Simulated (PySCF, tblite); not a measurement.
**C₄H₄FNO₂: geometry, infrared bands and NMR shifts**

What infrared bands and NMR shifts should C₄H₄FNO₂ (`N#C[C@@H]1CO[C@H](F)O1`) show?

Computed with tblite 0.8.0 and PySCF 2.14.0, with density-fitted response routines of our own, on a single molecule in the gas phase. Atoms count from 0, in the outputs and in this text.

## (1) The molecule as given

12 atoms, charge 0, multiplicity 1; geometry from: force field or distance geometry start.

Bonds of the start (Å): N0–C1 1.17, C1–C2 1.42, C2–C3 1.52, C3–O4 1.40, O4–C5 1.40, C5–F6 1.35, C5–O7 1.41, O7–C2 1.40, C2–H8 1.11, C3–H9 1.10, C3–H10 1.11, C5–H11 1.12.

## (2) Geometry optimisation with GFN2-xTB

Job settings and geometry (Å):

```
{"job": {"kind": "relax", "xc": "GFN2-xTB", "basis": "xTB"}, "charge": 0, "multiplicity": 1}
N      2.579300    -0.913800     1.672300
C      1.664700    -0.714700     0.970100
C      0.557600    -0.458700     0.115700
C      0.380900     0.998500    -0.272700
O     -1.014100     1.106800    -0.350400
C     -1.529100    -0.192700    -0.242600
F     -2.839500    -0.226300     0.090300
O     -0.668500    -0.673600     0.766400
H      0.546400    -1.076900    -0.802600
H      0.768000     1.709200     0.478300
H      0.851300     1.187700    -1.260700
H     -1.295900    -0.746000    -1.190000
```

The run is started by

```sh
> OMP_NUM_THREADS=1 python probes_run.py task.json out
```

One launch serves the whole session: the jobs run in the order shown.

**Question.** This job is followed by: GFN2-xTB harmonic vibrations, gas phase; GIAO PBE0/pcSseg-1 NMR shielding, non-relativistic, gas phase. What will the session give for the following? strongest single infrared mode (GFN2-xTB); zero-point energy (GFN2-xTB); 13C shifts against TMS (PBE0/pcSseg-1); 1H shifts against TMS (PBE0/pcSseg-1); 15N shifts against NH3 (PBE0/pcSseg-1); 17O shifts against H2O (PBE0/pcSseg-1); 19F shifts against CFCl3 (PBE0/pcSseg-1).

**Answer**, as computed:

| quantity | value |
| --- | --- |
| strongest single infrared mode (GFN2-xTB) | 902 cm⁻¹, 238 km/mol |
| zero-point energy (GFN2-xTB) | 50.5 kcal/mol |
| 13C shifts against TMS (PBE0/pcSseg-1) | 124.2, 122.0, 71.5, 64.2 ppm |
| 1H shifts against TMS (PBE0/pcSseg-1) | 6.54, 4.80, 4.55, 4.52 ppm |
| 15N shifts against NH3 (PBE0/pcSseg-1) | 312.5 ppm |
| 17O shifts against H2O (PBE0/pcSseg-1) | 134.8, 119.6 ppm |
| 19F shifts against CFCl3 (PBE0/pcSseg-1) | -97.8 ppm |

Relaxing lowered the energy by 1.007 eV in 70 steps; the close pair that moved most is C5–O7, from 1.411 to 1.365 Å. No mode is imaginary among the 30: a minimum at this level. The strongest single mode, at 902 cm⁻¹, moves mainly C5. Unscaled tight-binding wavenumbers are off by several per cent, some by more. Its intensities can rank the bands wrongly. H11 (hydrogen on an sp3 carbon bearing two oxygens) lies farthest downfield among hydrogen, at 6.54 ppm; its carbon carries F and O, which withdraws density. At PBE0/pcSseg-1: Shielding is most anisotropic at N0 (span 491 ppm, paramagnetic term -384 ppm).
